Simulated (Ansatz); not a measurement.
# NiO2: the cost of one run

Program: Ansatz 0.2.0. Level of theory: DFT PBEsol, scalar-relativistic, plane waves, PAW. These are calculated values, not measurements.

2 further runs of the same task are left out: 1 that didn't finish, 1 set aside as unsound or not needed.

## 1. The structure to begin with

It takes space group P6_3/mmc (No. 194, hexagonal). The conventional cell has a = 2.783 Å, b = 2.783 Å, c = 10.843 Å, α = 90.00°, β = 90.00°, γ = 120.00°. Ni (site symmetry -3m) has 6 O at 1.86 Å as nearest neighbours. Around O (site symmetry 3m) lie 3 Ni at 1.86 Å.

Structure file:

```
CELL_PARAMETERS angstrom
2.78334 0.00000 0.00000
-1.39167 2.41044 0.00000
0.00000 0.00000 10.84305
ATOMIC_POSITIONS crystal
Ni 0.00000 0.00000 0.00000
Ni 0.00000 0.00000 0.50000
O 0.66667 0.33333 0.08609
O 0.66667 0.33333 0.41391
O 0.33333 0.66667 0.91391
O 0.33333 0.66667 0.58609
```

It goes back to an entry of the Materials Project, which need not be the stable form.

This cell was relaxed beforehand with the same method: volume 12.12 Å³/atom, gap on the mesh 1.16 eV.

## 2. Zero of the scan

Contents of input.yaml:

```yaml
crystal:
  lattice:
    - [2.7833395248, 0.0, 0.0]
    - [-1.3916697624, 2.4104427359, 0.0]
    - [0.0, 0.0, 10.8430490062]
  atoms:
    - { symbol: Ni, position: [0.0, 0.0, 0.0] }
    - { symbol: Ni, position: [0.0, 0.0, 0.5] }
    - { symbol: O, position: [0.6666666667, 0.3333333333, 0.0860929541] }
    - { symbol: O, position: [0.6666666667, 0.3333333333, 0.4139070459] }
    - { symbol: O, position: [0.3333333333, 0.6666666667, 0.9139070459] }
    - { symbol: O, position: [0.3333333333, 0.6666666667, 0.5860929541] }
basis:
  ecutwfc: 420
kpoints:
  mp_grid: { grid: [12, 12, 4] }
hamiltonian:
  xc: pbesol
scf:
  occupations: { method: gaussian, width: 0.05 }
output:
  forces: true
  stress: true
  eigenvalues: true
```

Started as:

```
$ ansatz run input.yaml --threads 1 --pin off --max-ram 2560MiB --backend cpu --events-out ev --progress --plain --runs-dir out
```

**Question.** How long does this run take on 1 thread of Intel Xeon at 2.50GHz (Skylake/Cascade Lake), shared host, and how much memory does it need?

About 20 s, with a peak of 0.42 GiB.
